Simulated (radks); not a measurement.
# Al²⁺ with its nuclear charge varied continuously

Aim: the energy of 11 electrons in [Ne] 3s1 as the nuclear charge moves through non-integer values, and a test of dE/dZ = E(electron-nucleus)/Z.

Method: non-relativistic Kohn-Sham, PBEsol, spin-unpolarised, spherical densities, point nucleus. Code: radks (a radial shooting solver on a logarithmic mesh, Libxc functionals) version 1.

### 1 The atom as given

| Item | Value |
| --- | --- |
| element | aluminium (Z = 13) |
| charge | +2 |
| electrons | 11 |
| configuration | [Ne] 3s1 |

Outer shells as boxes (Hund's rule):

Al²⁺
```
[Ne] core
3s [↑ ]
```

### 2 Z = 13

Settings of this run:

```text
Z 13
configuration [Ne] 3s1
relativity non-relativistic
functional pbe_sol,pbe_sol
spin unpolarised
nucleus point
```

### 3 Z = 12

Input: that of step 2 with these lines changed.

```diff
@@ -1,2 +1,2 @@
-Z 13
+Z 12
 configuration [Ne] 3s1
```

### 4 Z = 12.1

Input: that of step 3 with these lines changed.

```diff
@@ -1,2 +1,2 @@
-Z 12
+Z 12.1
 configuration [Ne] 3s1
```

### 5 Z = 12.2

Input: that of step 4 with these lines changed.

```diff
@@ -1,2 +1,2 @@
-Z 12.1
+Z 12.2
 configuration [Ne] 3s1
```

### 6 Z = 12.3

Input: that of step 5 with these lines changed.

```diff
@@ -1,2 +1,2 @@
-Z 12.2
+Z 12.3
 configuration [Ne] 3s1
```

### 7 Z = 12.4

Input: that of step 6 with these lines changed.

```diff
@@ -1,2 +1,2 @@
-Z 12.3
+Z 12.4
 configuration [Ne] 3s1
```

### 8 Z = 12.5

Input: that of step 7 with these lines changed.

```diff
@@ -1,2 +1,2 @@
-Z 12.4
+Z 12.5
 configuration [Ne] 3s1
```

### 9 Z = 12.6

Input: that of step 8 with these lines changed.

```diff
@@ -1,2 +1,2 @@
-Z 12.5
+Z 12.6
 configuration [Ne] 3s1
```

### 10 Z = 12.7

Input: that of step 9 with these lines changed.

```diff
@@ -1,2 +1,2 @@
-Z 12.6
+Z 12.7
 configuration [Ne] 3s1
```

### 11 Z = 12.8

Input: that of step 10 with these lines changed.

```diff
@@ -1,2 +1,2 @@
-Z 12.7
+Z 12.8
 configuration [Ne] 3s1
```

### 12 Z = 12.9

Input: that of step 11 with these lines changed.

```diff
@@ -1,2 +1,2 @@
-Z 12.8
+Z 12.9
 configuration [Ne] 3s1
```

### 13 Z = 13.1

Input: that of step 12 with these lines changed.

```diff
@@ -1,2 +1,2 @@
-Z 12.9
+Z 13.1
 configuration [Ne] 3s1
```

### 14 Z = 13.2

Input: that of step 13 with these lines changed.

```diff
@@ -1,2 +1,2 @@
-Z 13.1
+Z 13.2
 configuration [Ne] 3s1
```

### 15 Z = 13.3

Input: that of step 14 with these lines changed.

```diff
@@ -1,2 +1,2 @@
-Z 13.2
+Z 13.3
 configuration [Ne] 3s1
```

### 16 Z = 13.4

Input: that of step 15 with these lines changed.

```diff
@@ -1,2 +1,2 @@
-Z 13.3
+Z 13.4
 configuration [Ne] 3s1
```

### 17 Z = 13.5

Input: that of step 16 with these lines changed.

```diff
@@ -1,2 +1,2 @@
-Z 13.4
+Z 13.5
 configuration [Ne] 3s1
```

### 18 Z = 13.6

Input: that of step 17 with these lines changed.

```diff
@@ -1,2 +1,2 @@
-Z 13.5
+Z 13.6
 configuration [Ne] 3s1
```

### 19 Z = 13.7

Input: that of step 18 with these lines changed.

```diff
@@ -1,2 +1,2 @@
-Z 13.6
+Z 13.7
 configuration [Ne] 3s1
```

### 20 Z = 13.8

Input: that of step 19 with these lines changed.

```diff
@@ -1,2 +1,2 @@
-Z 13.7
+Z 13.8
 configuration [Ne] 3s1
```

### 21 Z = 13.9

Input: that of step 20 with these lines changed.

```diff
@@ -1,2 +1,2 @@
-Z 13.8
+Z 13.9
 configuration [Ne] 3s1
```

### 22 Z = 14

Input: that of step 21 with these lines changed.

```diff
@@ -1,2 +1,2 @@
-Z 13.9
+Z 14
 configuration [Ne] 3s1
```

**Question.** What will these runs give? Wanted: for each run, Z; E; E(electron-nucleus)/Z; highest level; its energy; <r>.

**Answer**, as computed:

```csv
Z,E (hartree),E(electron-nucleus)/Z (hartree),highest level,its energy (eV),<r> (bohr)
12,-199.22672,-39.5280,3s,-11.293,2.808
12.1,-203.20024,-39.9423,3s,-12.367,2.730
12.2,-207.21518,-40.3565,3s,-13.476,2.658
12.3,-211.27153,-40.7705,3s,-14.622,2.590
12.4,-215.36927,-41.1843,3s,-15.802,2.526
12.5,-219.50839,-41.5980,3s,-17.018,2.467
12.6,-223.68887,-42.0116,3s,-18.268,2.410
12.7,-227.91070,-42.4250,3s,-19.552,2.357
12.8,-232.17387,-42.8384,3s,-20.870,2.307
12.9,-236.47837,-43.2516,3s,-22.222,2.259
13,-240.82419,-43.6647,3s,-23.608,2.213
13.1,-245.21132,-44.0778,3s,-25.027,2.170
13.2,-249.63975,-44.4908,3s,-26.479,2.128
13.3,-254.10947,-44.9037,3s,-27.964,2.089
13.4,-258.62048,-45.3165,3s,-29.482,2.051
13.5,-263.17277,-45.7293,3s,-31.033,2.014
13.6,-267.76633,-46.1419,3s,-32.617,1.979
13.7,-272.40116,-46.5546,3s,-34.233,1.946
13.8,-277.07724,-46.9672,3s,-35.881,1.914
13.9,-281.79458,-47.3797,3s,-37.562,1.883
14,-286.55318,-47.7921,3s,-39.275,1.853
```

At Z = 13 the central difference of E is -43.665 hartree, against -43.665 from the Hellmann-Feynman theorem. The top level goes from -11.293 eV at Z = 12 to -39.275 eV at Z = 14.
